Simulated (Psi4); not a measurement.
# ZnBH3O (SMILES [BH2][Zn][OH]): B3LYP/6-31G(d) (Cartesian functions)

Aim: the energy change on altering one bond length of ZnBH3O at B3LYP/6-31G* (Cartesian functions), from 2 runs. 

The calculation is run with Psi4 1.11.

4 further runs of the same task are left out: 3 that didn't finish, 1 set aside as unsound or not needed.

### 1 Starting point

ZnBH3O has 6 atoms, charge 0, and is taken as a singlet. As SMILES, `[BH2][Zn][OH]`. Geometry: relaxed at PBE0-D4/def2-TZVP.

Bond lengths: B1–Zn2 2.036 Å, Zn2–O3 1.783 Å, B1–H4 1.197 Å, B1–H5 1.197 Å, O3–H6 0.958 Å. Angles: B1–Zn2–O3 176.1°, Zn2–B1–H4 122.1°, Zn2–B1–H5 121.9°, Zn2–O3–H6 118.1°, H4–B1–H5 116.0°.

### 2 The energy at B3LYP/6-31G(d) (Cartesian functions)

The input, job.json:

```json
{
 "schema_name": "qcschema_input",
 "schema_version": 1,
 "molecule": {
  "schema_name": "qcschema_molecule",
  "schema_version": 2,
  "symbols": ["B", "Zn", "O", "H", "H", "H"],
  "geometry": [-2.0892812, 0.77365388, -1.71303673, 0.79576367, -0.05007774, 0.6961751, 3.3361225, -0.54764263, 2.85348645, -3.1443153, -0.82618826, -2.91584741, -2.8317546, 2.88976919, -2.01218038, 3.93327596, -2.23951443, 3.09159194],
  "molecular_charge": 0,
  "molecular_multiplicity": 1,
  "fix_symmetry": "c1",
  "fix_com": true,
  "fix_orientation": true
 },
 "driver": "energy",
 "model": {
  "method": "b3lyp",
  "basis": "6-31G*"
 },
 "keywords": {
  "puream": false,
  "e_convergence": 1e-09,
  "d_convergence": 1e-08,
  "scf_type": "pk",
  "dft_radial_points": 99,
  "dft_spherical_points": 590,
  "scf_properties": ["WIBERG_LOWDIN_INDICES", "MAYER_INDICES", "MULLIKEN_CHARGES"]
 }
}
```

Command:

```bash
$ psi4 --qcschema job.json -n 1 --memory 1600MB
```

stdout:

```text
[...]
  Running in c1 symmetry.
[...]
  Nuclear repulsion =  145.275220672403975
[...]
  Multiplicity = 1
[...]
  Nalpha       = 23
  Nbeta        = 23
[...]
    Number of basis functions: 75
[...]
   @RKS iter   1: -1878.65312063569195   -9.83545e-01   4.35465e-02 DIIS/ADIIS
[...]
   @RKS iter  14: -1880.97239491067512   -2.04636e-12   4.23819e-09 DIIS
[...]
    Orbital Energies [Eh]
    ---------------------
    Doubly Occupied:
       1A   -347.258865     2A    -42.228293     3A    -37.212865
       4A    -37.211714     5A    -37.211683     6A    -19.110556
       7A     -6.773740     8A     -4.801097     9A     -3.191684
      10A     -3.191355    11A     -3.190681    12A     -0.934416
      13A     -0.513518    14A     -0.483104    15A     -0.455245
      16A     -0.453074    17A     -0.447526    18A     -0.447495
      19A     -0.401362    20A     -0.347814    21A     -0.305018
      22A     -0.269555    23A     -0.267146
[...]
  @RKS Final Energy: -1880.97239491067512
   => Energetics <=
    Nuclear Repulsion Energy =            145.2752206724039752
    One-Electron Energy =               -2910.7691636757540437
    Two-Electron Energy =                 952.9595410816339154
    DFT Exchange-Correlation Energy =     -68.4379929889590528
    Empirical Dispersion Energy =           0.0000000000000000
    VV10 Nonlocal Energy =                  0.0000000000000000
    Total Energy =                      -1880.9723949106751206
[...]
 Multipole Moments:
 ------------------------------------------------------------------------------------
     Multipole            Electronic (a.u.)      Nuclear  (a.u.)        Total (a.u.)
 ------------------------------------------------------------------------------------
 L = 1.  Multiply by 2.5417464519 to convert [e a0] to [Debye]
 Dipole X            :        -38.3363161           38.0726902           -0.2636260
 Dipole Y            :          1.7101641           -2.1911373           -0.4809733
 Dipole Z            :        -33.6258681           33.3115251           -0.3143430
 Magnitude           :                                                    0.6321752
[...]
  Mulliken Charges: (a.u.)
   Center  Symbol    Alpha    Beta     Spin     Total
       1     B     2.57882  2.57882  0.00000 -0.15764
       2    ZN    14.70862 14.70862  0.00000  0.58276
       3     O     4.42175  4.42175  0.00000 -0.84350
       4     H     0.49544  0.49544  0.00000  0.00911
       5     H     0.49343  0.49343  0.00000  0.01313
       6     H     0.30194  0.30194  0.00000  0.39613
   Total alpha = 23.00000, Total beta = 23.00000, Total charge =  0.00000
  Mayer Bond Indices:
[...]
```

The result, in JSON:

```text
{
 "driver": "energy",
 "model": {
  "method": "b3lyp",
  "basis": "6-31G*"
 },
 "success": true,
 "return_result": -1880.9723949106751,
 "properties": {
  "calcinfo_nbasis": 75,
  "calcinfo_nmo": 75,
  "calcinfo_nalpha": 23,
  "calcinfo_nbeta": 23,
  "calcinfo_natom": 6,
  "nuclear_repulsion_energy": 145.27522067240398,
  "return_energy": -1880.9723949106751,
  "scf_one_electron_energy": -2910.769163675754,
  "scf_two_electron_energy": 952.9595410816339,
  "scf_xc_energy": -68.43799298895905,
  "scf_dipole_moment": [-0.26362598959435957, -0.4809732690118156, -0.31434295247577637],
  "scf_total_energy": -1880.9723949106751,
  "scf_iterations": 14
 }
}
```

Wall time 14 s (1 thread of Intel Xeon Platinum 8259CL at 2.50GHz (Skylake/Cascade Lake), shared host); peak memory 0.85 GiB.

### 3 The distorted shape: energy and gradient at B3LYP/6-31G(d) (Cartesian functions)

The input, calc.in:

```
memory 1.6 GB

molecule {
  0 1
  B     -0.909136    -0.150539    -0.827345
  Zn     0.617564    -0.586439     0.447555
  O      1.961864    -0.849739     1.589155
  H     -1.467436    -0.997139    -1.463845
  H     -1.498500     1.529200    -1.064800
  H      2.277864    -1.745039     1.715155
  units angstrom
  symmetry c1
}

set globals {
  puream               false
  e_convergence        1e-09
  d_convergence        1e-08
  scf_type             pk
  dft_radial_points    99
  dft_spherical_points 590
}

e, wfn = gradient("b3lyp/6-31G*", return_wfn=True)
oeprop(wfn, "MAYER_INDICES", "QUADRUPOLE", "MULLIKEN_CHARGES", title="B3LYP")
```

Command:

```bash
$ psi4 -n 1 calc.in calc.out
```

calc.out, cut to the lines that bear on the results:

```text
[...]
  Running in c1 symmetry.
[...]
  Nuclear repulsion =  143.572897983223584
[...]
  Multiplicity = 1
[...]
  Nalpha       = 23
  Nbeta        = 23
[...]
    Number of basis functions: 75
[...]
   @RKS iter   1: -1878.45630212499532   -8.95291e-01   4.40309e-02 DIIS/ADIIS
[...]
   @RKS iter  14: -1880.90620453151541   -4.54747e-13   4.30562e-09 DIIS
[...]
  @RKS Final Energy: -1880.90620453151541
   => Energetics <=
    Nuclear Repulsion Energy =            143.5728979832235837
    One-Electron Energy =               -2906.9314636534963938
    Two-Electron Energy =                 950.7977914086982310
    DFT Exchange-Correlation Energy =     -68.3454302699412182
    Empirical Dispersion Energy =           0.0000000000000000
    VV10 Nonlocal Energy =                  0.0000000000000000
    Total Energy =                      -1880.9062045315156411
[...]
  -Total Gradient:
     Atom            X                  Y                   Z
    ------   -----------------  -----------------  -----------------
       1        0.010433179068    -0.055104755429    -0.000054784581
       2       -0.001688242357    -0.004385903720    -0.002218373219
       3        0.014093833692    -0.011454069257     0.010484321652
       4        0.003626323317    -0.007059226813     0.002004253419
       5       -0.023481022069     0.068803853367    -0.009148567976
       6       -0.002987048515     0.009199876346    -0.001069528445
[...]
 Multipole Moments:
 ------------------------------------------------------------------------------------
     Multipole            Electronic (a.u.)      Nuclear  (a.u.)        Total (a.u.)
 ------------------------------------------------------------------------------------
 L = 1.  Multiply by 2.5417464519 to convert [e a0] to [Debye]
 Dipole X            :          0.8040507           -0.8775011           -0.0734504
 Dipole Y            :         -0.9770146            0.1176091           -0.8594055
 Dipole Z            :          0.5494736           -0.7596679           -0.2101943
 Magnitude           :                                                    0.8877806
 L = 2.  Multiply by 1.3450342976 to convert [e a0^2] to [Debye ang]
 Quadrupole XX       :       -157.5513477          134.5938738          -22.9574739
 Quadrupole XY       :         41.9338956          -41.8230906            0.1108050
[...]
  Mulliken Charges: (a.u.)
   Center  Symbol    Alpha    Beta     Spin     Total
[...]
```

Wall time 18 s (1 thread of Intel Xeon Platinum 8259CL at 2.50GHz (Skylake/Cascade Lake), shared host); peak memory 0.84 GiB.

### 4 Summary of results

At B3LYP/6-31G* (Cartesian functions):

| quantity | value |
| --- | --- |
| first shape: total energy | -1880.97239 Eh |
| first shape: dipole moment | 1.61 D |
| first shape: HOMO energy | -7.27 eV |
| first shape: LUMO energy | -2.44 eV |
| first shape: HOMO–LUMO gap | 4.83 eV |
| distorted shape: total energy | -1880.90620 Eh |
| distorted shape: dipole moment | 2.26 D |
| distorted shape: HOMO energy | -7.19 eV |
| distorted shape: LUMO energy | -2.68 eV |
| distorted shape: HOMO–LUMO gap | 4.52 eV |
| distorted shape: largest force on an atom | 3.768 eV/Å |
| energy change with the B1–H5 bond stretched from 1.197 to 1.796 Å | 1.801 eV |

What this shows: With the B1–H5 bond stretched from 1.197 to 1.796 Å the energy rises by 1.80 eV (174 kJ/mol). The first shape isn't relaxed at this level, so the change isn't measured from a minimum.
